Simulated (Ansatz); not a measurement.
# ZrSi (quintet): B2PLYP, RPA-PBE over vertical spin and charge gaps, def2-SVP

How well do these functionals follow the top wave-function level for ZrSi (quintet) over vertical spin and charge gaps?

Program: Ansatz 0.2.0, Gaussian basis. Level of theory: def2-SVP, all electrons in the functionals, frozen cores in the correlation of double hybrids and RPA. These are calculated values, not measurements.

To be run: B2PLYP, RPA-PBE, at charge 0, quintet; charge 0, triplet; charge 0, septet; charge 1, quartet; charge 1, sextet.

16 further runs of the same task are left out: 12 for a known fault of the program, 1 that didn't finish, 3 set aside as unsound or not needed.

## Step 1: What is computed

The geometry is a PBE0/def2-TZVP stationary point (not a proven minimum). No spin-orbit coupling is included. Elements past krypton take def2 core potentials.

2 atoms, charge 0, spin multiplicity 5.

Atoms are counted from 1 here; the program's logs count them from 0.

Bond lengths: Zr1–Si2 2.518 Å.

No dispersion term is added.

The geometry shown and the zero of energy belong to the point charge 0, quintet. The yardstick, RCCSDTQ, and other wave-function levels (R restricted, U unrestricted, valence and pair active spaces) come from earlier runs.

## Step 2: B2PLYP, charge 0, quintet

in.yaml

```yaml
crystal:
  periodic: [false, false, false]
  atoms:
    - {symbol: Zr, position_ang: [0.000000, 0.000000, 0.000000]}
    - {symbol: Si, position_ang: [0.000000, 0.000000, 2.518200]}
basis:
  gaussian: {orbitals: def2-SVP}
magnetization: {spin_polarized: true, initial_magnetization: 4}
hamiltonian: {xc: {name: B2PLYP}}
correlation: {electrons: outside_noble_gas}
```

Command:

```sh
> ansatz run in.yaml --threads 1 --pin off --events-out ev --progress --plain --max-ram 4096MiB --backend cpu
```

Log:

```text
Functional definition: B2PLYP
  name "B2PLYP"
  cite "Grimme, J. Chem. Phys. 124, 034108 (2006) doi:10.1063/1.2148954"
  cite "Becke, Phys. Rev. A 38, 3098 (1988) doi:10.1103/PhysRevA.38.3098"
  cite "Lee, Yang & Parr, Phys. Rev. B 37, 785 (1988) doi:10.1103/PhysRevB.37.785"
  parameter a = 0.53
  parameter c = 0.27
  exchange = (1 - a)*b88_x + a*exact_x
  correlation = (1 - c)*lyp_c + c*(mp2_os + mp2_ss)
496 factors; integrals over basis functions are off by at most 1.0e-3 eV
mean field evaluation 1: about -9140.0872 eV, gradient 9.0e0 eV
mean field evaluation 2: about -9140.1174 eV, gradient 9.0e0 eV
mean field evaluation 4: about -9140.8327 eV, gradient 2.0e0 eV
mean field evaluation 8: about -9140.9098 eV, gradient 1.7e-1 eV
mean field evaluation 16: about -9140.9132 eV, gradient 1.2e-2 eV
mean field evaluation 32: about -9140.1032 eV, gradient 3.8e0 eV
mean field -9140.91327236 eV, -335.9223668257 hartree, gradient 3.0e-6 eV, S^2 6.024356; 6 other end points of the search recorded, 0 dependent functions left out
9 core orbitals not correlated: weight in the atoms' cores, before any rotation towards them, 0.999 or more for the frozen orbitals, at most 0.001 for the correlated occupied ones
reference -9140.91338431 eV, -335.9223709396 hartree; 6, 2 occupied and 34, 38 virtual orbitals, 496 factors
second order -4.67576437 eV of doubles, -0.00000000 eV of singles
Total energy: -9142.17584069 eV, -335.9687653559 hartree
```

Run time: 5.5 s. Hardware: 1 thread of AMD EPYC 7R13, shared host.

From the report: ⟨S²⟩ of the determinant 6.024 (pure quintet: 6.00).

## Step 3: B2PLYP, charge 0, triplet

Changes to in.yaml since step 2:

```diff
@@ -7,3 +7,3 @@
   gaussian: {orbitals: def2-SVP}
-magnetization: {spin_polarized: true, initial_magnetization: 4}
+magnetization: {spin_polarized: true, initial_magnetization: 2}
 hamiltonian: {xc: {name: B2PLYP}}
```

Launched as before.

Log (excerpt; [...] marks lines left out):

```text
Functional definition: B2PLYP
  name "B2PLYP"
  cite "Grimme, J. Chem. Phys. 124, 034108 (2006) doi:10.1063/1.2148954"
  cite "Becke, Phys. Rev. A 38, 3098 (1988) doi:10.1103/PhysRevA.38.3098"
  cite "Lee, Yang & Parr, Phys. Rev. B 37, 785 (1988) doi:10.1103/PhysRevB.37.785"
[...]
496 factors; integrals over basis functions are off by at most 1.0e-3 eV
[...]
mean field -9140.66330855 eV, -335.9131808250 hartree, gradient 7.5e-6 eV, S^2 2.988004; 24 other end points of the search recorded, 0 dependent functions left out
9 core orbitals not correlated: weight in the atoms' cores, before any rotation towards them, 0.999 or more for the frozen orbitals, at most 0.001 for the correlated occupied ones
reference -9140.66341999 eV, -335.9131849206 hartree; 5, 3 occupied and 35, 37 virtual orbitals, 496 factors
second order -4.75942429 eV of doubles, -0.00000000 eV of singles
Total energy: -9141.94846455 eV, -335.9604094371 hartree
```

It took 70 s on 1 thread of AMD EPYC 7R13, shared host.

From the report: ⟨S²⟩ of the determinant 2.988 (pure triplet: 2.00). The determinant is far from a pure spin state, so its energy mixes those of several spin states (harmless only where they are near-degenerate, as at dissociation).

From charge 0, quintet: +5.2 kcal/mol.

## Step 4: B2PLYP, charge 0, septet

Changes to in.yaml since step 3:

```diff
@@ -7,3 +7,3 @@
   gaussian: {orbitals: def2-SVP}
-magnetization: {spin_polarized: true, initial_magnetization: 2}
+magnetization: {spin_polarized: true, initial_magnetization: 6}
 hamiltonian: {xc: {name: B2PLYP}}
```

The command is unchanged.

Log (excerpt; [...] marks lines left out):

```text
Functional definition: B2PLYP
  name "B2PLYP"
  cite "Grimme, J. Chem. Phys. 124, 034108 (2006) doi:10.1063/1.2148954"
  cite "Becke, Phys. Rev. A 38, 3098 (1988) doi:10.1103/PhysRevA.38.3098"
  cite "Lee, Yang & Parr, Phys. Rev. B 37, 785 (1988) doi:10.1103/PhysRevB.37.785"
[...]
496 factors; integrals over basis functions are off by at most 1.0e-3 eV
[...]
mean field -9140.25043371 eV, -335.8980079546 hartree, gradient 3.3e-6 eV, S^2 12.002005; 9 other end points of the search recorded, 0 dependent functions left out
9 core orbitals not correlated: weight in the atoms' cores, before any rotation towards them, 0.998 or more for the frozen orbitals, at most 0.001 for the correlated occupied ones
reference -9140.25055086 eV, -335.8980122598 hartree; 7, 1 occupied and 33, 39 virtual orbitals, 496 factors
second order -3.17235663 eV of doubles, -0.00000000 eV of singles
Total energy: -9141.10708715 eV, -335.9294893879 hartree
```

Run time: 9.5 s. Hardware: 1 thread of AMD EPYC 7R13, shared host.

From the report: ⟨S²⟩ of the determinant 12.002 (pure septet: 12.00).

From charge 0, quintet: +24.6 kcal/mol.

## Step 5: B2PLYP, charge 1, quartet

Changes to in.yaml since step 4:

```diff
@@ -7,3 +7,4 @@
   gaussian: {orbitals: def2-SVP}
-magnetization: {spin_polarized: true, initial_magnetization: 6}
+total_charge: 1
+magnetization: {spin_polarized: true, initial_magnetization: 3}
 hamiltonian: {xc: {name: B2PLYP}}
```

Launched as before.

Log (excerpt; [...] marks lines left out):

```text
Functional definition: B2PLYP
  name "B2PLYP"
  cite "Grimme, J. Chem. Phys. 124, 034108 (2006) doi:10.1063/1.2148954"
  cite "Becke, Phys. Rev. A 38, 3098 (1988) doi:10.1103/PhysRevA.38.3098"
  cite "Lee, Yang & Parr, Phys. Rev. B 37, 785 (1988) doi:10.1103/PhysRevB.37.785"
[...]
496 factors; integrals over basis functions are off by at most 1.0e-3 eV
[...]
mean field -9134.53502928 eV, -335.6879707158 hartree, gradient 8.8e-7 eV, S^2 3.762694; 8 other end points of the search recorded, 0 dependent functions left out
9 core orbitals not correlated: weight in the atoms' cores, before any rotation towards them, 0.999 or more for the frozen orbitals, at most 0.001 for the correlated occupied ones
reference -9134.53516003 eV, -335.6879755207 hartree; 5, 2 occupied and 35, 38 virtual orbitals, 496 factors
second order -4.34862876 eV of doubles, -0.00000000 eV of singles
Total energy: -9135.70928979 eV, -335.7311239937 hartree
```

Wall time 16 s (1 thread of AMD EPYC 7R13, shared host).

From the report: ⟨S²⟩ of the determinant 3.763 (pure quartet: 3.75).

From charge 0, quintet: +149.1 kcal/mol.

## Step 6: B2PLYP, charge 1, sextet

Changes to in.yaml since step 5:

```diff
@@ -8,3 +8,3 @@
 total_charge: 1
-magnetization: {spin_polarized: true, initial_magnetization: 3}
+magnetization: {spin_polarized: true, initial_magnetization: 5}
 hamiltonian: {xc: {name: B2PLYP}}
```

Same command.

Log (excerpt; [...] marks lines left out):

```text
Functional definition: B2PLYP
  name "B2PLYP"
  cite "Grimme, J. Chem. Phys. 124, 034108 (2006) doi:10.1063/1.2148954"
  cite "Becke, Phys. Rev. A 38, 3098 (1988) doi:10.1103/PhysRevA.38.3098"
  cite "Lee, Yang & Parr, Phys. Rev. B 37, 785 (1988) doi:10.1103/PhysRevB.37.785"
[...]
496 factors; integrals over basis functions are off by at most 1.0e-3 eV
[...]
mean field -9134.73739793 eV, -335.6954076264 hartree, gradient 1.9e-6 eV, S^2 8.752634; 6 other end points of the search recorded, 0 dependent functions left out
9 core orbitals not correlated: weight in the atoms' cores, before any rotation towards them, 0.998 or more for the frozen orbitals, at most 0.001 for the correlated occupied ones
reference -9134.73752609 eV, -335.6954123364 hartree; 6, 1 occupied and 34, 39 virtual orbitals, 496 factors
second order -3.18666325 eV of doubles, -0.00000000 eV of singles
Total energy: -9135.59792517 eV, -335.7270314194 hartree
```

Wall time 3.6 s (1 thread of AMD EPYC 7R13, shared host).

From the report: ⟨S²⟩ of the determinant 8.753 (pure sextet: 8.75).

From charge 0, quintet: +151.7 kcal/mol.

## Step 7: RPA-PBE, charge 0, quintet

in.yaml

```yaml
crystal:
  periodic: [false, false, false]
  atoms:
    - {symbol: Zr, position_ang: [0.000000, 0.000000, 0.000000]}
    - {symbol: Si, position_ang: [0.000000, 0.000000, 2.518200]}
basis:
  gaussian: {orbitals: def2-SVP}
magnetization: {spin_polarized: true, initial_magnetization: 4}
hamiltonian: {xc: {name: PBE}}
correlation: {method: rpa, electrons: outside_noble_gas}
```

Same command.

Log (excerpt; [...] marks lines left out):

```text
Functional definition: PBE
  name "PBE"
  cite "Perdew, Burke & Ernzerhof, Phys. Rev. Lett. 77, 3865 (1996) doi:10.1103/PhysRevLett.77.3865"
  parent pbe
[...]
496 factors; integrals over basis functions are off by at most 1.0e-3 eV
[...]
mean field -9146.58838400 eV, -336.1309233318 hartree, gradient 7.1e-6 eV, S^2 6.006288; 11 other end points of the search recorded, 0 dependent functions left out
9 core orbitals not correlated: weight in the atoms' cores, before any rotation towards them, 0.999 or more for the frozen orbitals, at most 0.000 for the correlated occupied ones
reference -9121.18881850 eV, -335.1975065162 hartree; 6, 2 occupied and 34, 38 virtual orbitals, 496 factors
Total energy: -9128.44775110 eV, -335.4642673689 hartree
```

Wall time 13 s (1 thread of AMD EPYC 7R13, shared host).

From the report: ⟨S²⟩ of the determinant 6.006 (pure quintet: 6.00).

## Step 8: RPA-PBE, charge 0, triplet

Changes to in.yaml since step 7:

```diff
@@ -7,3 +7,3 @@
   gaussian: {orbitals: def2-SVP}
-magnetization: {spin_polarized: true, initial_magnetization: 4}
+magnetization: {spin_polarized: true, initial_magnetization: 2}
 hamiltonian: {xc: {name: PBE}}
```

Launched as before.

Log (excerpt; [...] marks lines left out):

```text
Functional definition: PBE
  name "PBE"
  cite "Perdew, Burke & Ernzerhof, Phys. Rev. Lett. 77, 3865 (1996) doi:10.1103/PhysRevLett.77.3865"
  parent pbe
[...]
496 factors; integrals over basis functions are off by at most 1.0e-3 eV
[...]
mean field -9146.53452674 eV, -336.1289441138 hartree, gradient 3.0e-6 eV, S^2 2.238681; 16 other end points of the search recorded, 0 dependent functions left out
9 core orbitals not correlated: weight in the atoms' cores, before any rotation towards them, 0.999 or more for the frozen orbitals, at most 0.000 for the correlated occupied ones
reference -9120.05861472 eV, -335.1559722932 hartree; 5, 3 occupied and 35, 37 virtual orbitals, 496 factors
Total energy: -9128.44190791 eV, -335.4640526355 hartree
```

Wall time 25 s (1 thread of AMD EPYC 7R13, shared host).

From the report: ⟨S²⟩ of the determinant 2.239 (pure triplet: 2.00).

From charge 0, quintet: +0.1 kcal/mol.

## Step 9: RPA-PBE, charge 0, septet

Changes to in.yaml since step 8:

```diff
@@ -7,3 +7,3 @@
   gaussian: {orbitals: def2-SVP}
-magnetization: {spin_polarized: true, initial_magnetization: 2}
+magnetization: {spin_polarized: true, initial_magnetization: 6}
 hamiltonian: {xc: {name: PBE}}
```

Launched as before.

Log (excerpt; [...] marks lines left out):

```text
Functional definition: PBE
  name "PBE"
  cite "Perdew, Burke & Ernzerhof, Phys. Rev. Lett. 77, 3865 (1996) doi:10.1103/PhysRevLett.77.3865"
  parent pbe
[...]
496 factors; integrals over basis functions are off by at most 1.0e-3 eV
[...]
mean field -9145.53730485 eV, -336.0922968856 hartree, gradient 1.9e-6 eV, S^2 12.000653; 16 other end points of the search recorded, 0 dependent functions left out
9 core orbitals not correlated: weight in the atoms' cores, before any rotation towards them, 0.999 or more for the frozen orbitals, at most 0.001 for the correlated occupied ones
reference -9121.39077283 eV, -335.2049282006 hartree; 7, 1 occupied and 33, 39 virtual orbitals, 496 factors
Total energy: -9127.43239386 eV, -335.4269536784 hartree
```

Run time: 15 s. Hardware: 1 thread of AMD EPYC 7R13, shared host.

From the report: ⟨S²⟩ of the determinant 12.001 (pure septet: 12.00).

From charge 0, quintet: +23.4 kcal/mol.

## Step 10: RPA-PBE, charge 1, quartet

Changes to in.yaml since step 9:

```diff
@@ -7,3 +7,4 @@
   gaussian: {orbitals: def2-SVP}
-magnetization: {spin_polarized: true, initial_magnetization: 6}
+total_charge: 1
+magnetization: {spin_polarized: true, initial_magnetization: 3}
 hamiltonian: {xc: {name: PBE}}
```

Launched as before.

Log (excerpt; [...] marks lines left out):

```text
Functional definition: PBE
  name "PBE"
  cite "Perdew, Burke & Ernzerhof, Phys. Rev. Lett. 77, 3865 (1996) doi:10.1103/PhysRevLett.77.3865"
  parent pbe
[...]
496 factors; integrals over basis functions are off by at most 1.0e-3 eV
[...]
mean field -9139.88263221 eV, -335.8844914986 hartree, gradient 4.1e-6 eV, S^2 3.797181; 8 other end points of the search recorded, 0 dependent functions left out
9 core orbitals not correlated: weight in the atoms' cores, before any rotation towards them, 0.999 or more for the frozen orbitals, at most 0.000 for the correlated occupied ones
reference -9115.16079098 eV, -334.9759805907 hartree; 5, 2 occupied and 35, 38 virtual orbitals, 496 factors
Total energy: -9121.90624232 eV, -335.2238713553 hartree
```

Wall time 15 s (1 thread of AMD EPYC 7R13, shared host).

From the report: ⟨S²⟩ of the determinant 3.797 (pure quartet: 3.75).

From charge 0, quintet: +150.9 kcal/mol.

## Step 11: RPA-PBE, charge 1, sextet

Changes to in.yaml since step 10:

```diff
@@ -8,3 +8,3 @@
 total_charge: 1
-magnetization: {spin_polarized: true, initial_magnetization: 3}
+magnetization: {spin_polarized: true, initial_magnetization: 5}
 hamiltonian: {xc: {name: PBE}}
```

The command is unchanged.

Log (excerpt; [...] marks lines left out):

```text
Functional definition: PBE
  name "PBE"
  cite "Perdew, Burke & Ernzerhof, Phys. Rev. Lett. 77, 3865 (1996) doi:10.1103/PhysRevLett.77.3865"
  parent pbe
[...]
496 factors; integrals over basis functions are off by at most 1.0e-3 eV
[...]
mean field -9139.77125076 eV, -335.8803983061 hartree, gradient 1.3e-6 eV, S^2 8.750716; 10 other end points of the search recorded, 0 dependent functions left out
9 core orbitals not correlated: weight in the atoms' cores, before any rotation towards them, 0.999 or more for the frozen orbitals, at most 0.001 for the correlated occupied ones
reference -9116.08997746 eV, -335.0101275639 hartree; 6, 1 occupied and 34, 39 virtual orbitals, 496 factors
Total energy: -9121.85854758 eV, -335.2221186057 hartree
```

It took 13 s on 1 thread of AMD EPYC 7R13, shared host.

From the report: ⟨S²⟩ of the determinant 8.751 (pure sextet: 8.75).

From charge 0, quintet: +152.0 kcal/mol.

## Step 12: The comparison

The yardstick is RCCSDTQ, where the cluster series has nearly closed. It comes from earlier runs at the same points. Energies in kcal/mol, counted from charge 0, quintet; blanks weren't run or aren't comparable.

```
  level  quintet to triplet  quintet to septet  ionisation to the quartet cation  ionisation to the sextet cation
RCCSDTQ                -1.6               21.2                             145.3                            146.7
 B2PLYP                 5.2               24.6                             149.1                            151.7
RPA-PBE                 0.1               23.4                             150.9                            152.0
```

Largest miss and mean time a point (RCCSDTQ took 2.1 min a point; shared hosts):

```
  level  largest miss (kcal/mol)                             where  time a point
 B2PLYP                     +6.8                quintet to triplet          21 s
RPA-PBE                     +5.6  ionisation to the quartet cation          16 s
```

## Step 13: Summary of results

| quantity | value |
| --- | --- |
| quintet to triplet, RCCSDTQ | -1.6 kcal/mol |
| quintet to septet, RCCSDTQ | 21.2 kcal/mol |
| ionisation to the quartet cation, RCCSDTQ | 145.3 kcal/mol |
| ionisation to the sextet cation, RCCSDTQ | 146.7 kcal/mol |
| largest miss, B2PLYP | +6.8 kcal/mol (quintet to triplet) |
| largest miss, RPA-PBE | +5.6 kcal/mol (ionisation to the quartet cation) |

What this shows: Of the functionals, RPA-PBE keep the smallest largest miss at the points compared (at most 5.6 kcal/mol) and B2PLYP strays most (6.8 kcal/mol, at quintet to triplet). B2PLYP clearly breaks the spin symmetry at some points (⟨S²⟩ up to 0.99 above the pure value), so energy there is bought with a mixed spin. Functionals and the yardstick converge differently with the basis, so part of each miss in def2-SVP is the basis.
